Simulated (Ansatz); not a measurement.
**AlF₄− (SMILES [F-].F[Al](F)F): molecular dynamics**

Aim: follow the atoms for 80 steps of 1.0 fs at constant energy, with velocities drawn for 500 K.

Method: PBE0-D4/def2-SVPD; program: Ansatz 0.2.0, Gaussian basis.

## Step 1: The starting structure

The start, a pair relaxed at PBE0-D4: 5 atoms, charge -1, spin multiplicity 1.

Atoms are counted from 1 here; the program's logs count them from 0.

Bond lengths: F1–Al3 1.689 Å, F2–Al3 1.689 Å, Al3–F4 1.689 Å, Al3–F5 1.689 Å. Angles: F1–Al3–F2 109.5°, F1–Al3–F4 109.5°, F1–Al3–F5 109.5°, F2–Al3–F4 109.5°, F2–Al3–F5 109.5°, F4–Al3–F5 109.5°.

Geometry (Å):

```
F    -0.4860   -0.2856   -1.5921
F     1.2331   -1.0773    0.4140
Al    0.0000    0.0000    0.0000
F     0.5666    1.5849    0.1400
F    -1.3136   -0.2220    1.0381
```

## Step 2: Dynamics

The input, md/in.yaml:

```yaml
crystal:
  periodic: [false, false, false]
  atoms:
    - {symbol: F, position_ang: [-0.485992, -0.285565, -1.592108]}
    - {symbol: F, position_ang: [1.233097, -1.077346, 0.414020]}
    - {symbol: Al, position_ang: [0.000020, -0.000001, 0.000001]}
    - {symbol: F, position_ang: [0.566608, 1.584909, 0.140014]}
    - {symbol: F, position_ang: [-1.313633, -0.221999, 1.038074]}
basis:
  gaussian: {orbitals: def2-SVPD}
total_charge: -1
hamiltonian: {xc: pbe0, dispersion: d4}
md: {n_steps: 80, timestep: 1.0, temperature: 500, ensemble: nve, seed: 331, initial_velocities: maxwell_boltzmann}
```

On the command line:

```
ansatz run in.yaml --threads 4 --pin off --events-out ev --progress --plain --max-ram 9574MiB
```

Before running it: what results should come out? Wanted: temperature at the start; mean temperature, second half; lowest and highest potential energy, from the first frame; largest change of potential + kinetic.

**Answer**, as computed:

```
                                                 quantity              value
                                                   length  80 steps, 80.0 fs
                                 temperature at the start              500 K
                            mean temperature, second half              295 K
lowest and highest potential energy, from the first frame    -10 and 156 meV
                    largest change of potential + kinetic            0.2 meV
```

With no thermostat the total energy should stay fixed; it holds within 0.2 meV, small beside the kinetic energy, so the time step serves. With 5 atoms the instant temperature spans 97 to 527 K. No bond breaks or forms, judged by distance.
